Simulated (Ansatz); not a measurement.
# PtSe2: the cost of one run

Computed with Ansatz 0.2.0 (DFT, PBEsol, plane-wave PAW, default files, scalar-relativistic).

**1. The structure to begin with**

The structure is trigonal, space group P-3m1 (No. 164). Conventional cell: a = 3.728 Å, b = 3.728 Å, c = 5.031 Å, α = 90.00°, β = 90.00°, γ = 120.00°. Pt (site symmetry -3m) is surrounded by 6 Se at 2.51 Å. Se (site symmetry 3m) has 3 Pt at 2.51 Å as nearest neighbours.

Coordinates:

```
CELL_PARAMETERS angstrom
3.72780 0.00000 0.00000
-1.86390 3.22837 0.00000
0.00000 0.00000 5.03130
ATOMIC_POSITIONS crystal
Pt 0.00000 0.00000 0.00000
Se 0.33333 0.66667 0.25500
Se 0.66667 0.33333 0.74500
```

The earlier run gave: no gap over 0.1 eV on the mesh, largest force 0.317 eV/Å, pressure 6.0 GPa.

Like atoms gathered into sites:

| site | atoms | first shell | V_zz (10²¹ V/m²) | η | C_Q (MHz) |
| --- | --- | --- | --- | --- | --- |
| Pt | 1 | 6 Se at 2.51 Å | 8.70 | 0.00 | – |
| Se | 2, 3 | 3 Pt at 2.51 Å; also 6 Se at 3.27–3.35 Å | -4.34 | 0.00 | – |

Conventions: |V_zz| ≥ |V_yy| ≥ |V_xx|, η = (V_xx − V_yy)/V_zz, C_Q = eQV_zz/h. Nuclear quadrupole moments: year-2017 set (Pyykkö). A dash under C_Q marks elements without a common quadrupolar isotope.

**2. Functional PBEsol at the relaxed positions**

input.yaml

```yaml
crystal:
  lattice:
    - [3.7278, 0.0, 0.0]
    - [-1.8639, 3.2283695002, 0.0]
    - [0.0, 0.0, 5.0313]
  atoms:
    - { symbol: Pt, position: [0.0, 0.0, 0.0] }
    - { symbol: Se, position: [0.3333333333, 0.6666666667, 0.2602149854] }
    - { symbol: Se, position: [0.6666666667, 0.3333333333, 0.7397850146] }
kpoints:
  mp_grid: { grid: [14, 14, 9] }
scf:
  occupations: { method: fermi_dirac, width: 0.05 }
hamiltonian:
  xc: pbesol
  pseudopotentials: { kind: paw }
output:
  forces: true
  stress: true
  populations: true
  efg: { contact_densities: true }
  write_density: true
  write_potential: true
  elf: true
  volumetric_format: npy
```

Launch:

```sh
> ansatz run input.yaml --threads 1 --pin off --max-ram 3072MiB --backend cpu --events-out ev --progress --plain --runs-dir out
```

**Question.** How long does this run take on 1 thread of Intel Xeon Platinum 8488C (Sapphire Rapids), shared host, and how much memory does it need?

About 14 s, with a peak of 0.61 GiB.
